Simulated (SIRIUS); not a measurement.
**TiPd2: equation of state with PBEsol**

The system is TiPd2.

```
Pd Ti
1.0
    -1.63740    1.63740    4.38823
     1.63740   -1.63740    4.38823
     1.63740    1.63740   -4.38823
Pd Ti
2 1
Direct
  0.34314 0.34314 0.00000
  0.65687 0.65687 0.00000
  0.00000 0.00000 0.00000
```

The cell comes from a database or a generator and needn't be the stable form of this composition.

| Property | Result |
| --- | --- |
| Program | SIRIUS 7.12.0 |
| Task | equation of state |
| Functional | PBEsol |
| Potentials or basis | all-electron FP-LAPW |
| Cutoff | 189 eV |
| Basis | apw+lo standard |
| k mesh | 11 × 11 × 11 |
| Occupations | fermi-dirac, width 0.05 eV |
| Spin | no spin polarisation |

```yaml
Equilibrium_volume: 14.91 Å³/atom
Bulk_modulus_at_fixed_shape_and_positions: 188 GPa
Pressure_derivative_of_the_bulk_modulus: 5.0
```

Energy against volume, from the lowest point:
```csv
volume (Å³/atom),energy (meV/atom)
14.746,0.22
15.059,0.00
15.373,7.08
15.687,20.57
16.001,39.80
16.314,64.05
16.628,92.66
```

All runs of the series together: 24 min on 1 thread of Intel(R) Xeon(R) Platinum 8488C (Sapphire Rapids), with other jobs on the host.

Caveat: the basis cutoff falls short for Ag, Pd and Pb here, so volumes come out up to a per cent or two small and moduli rough; the cell was scaled at fixed shape and fractional positions, which overstates the stiffness of a crystal with free parameters, most of all of layers and chains.
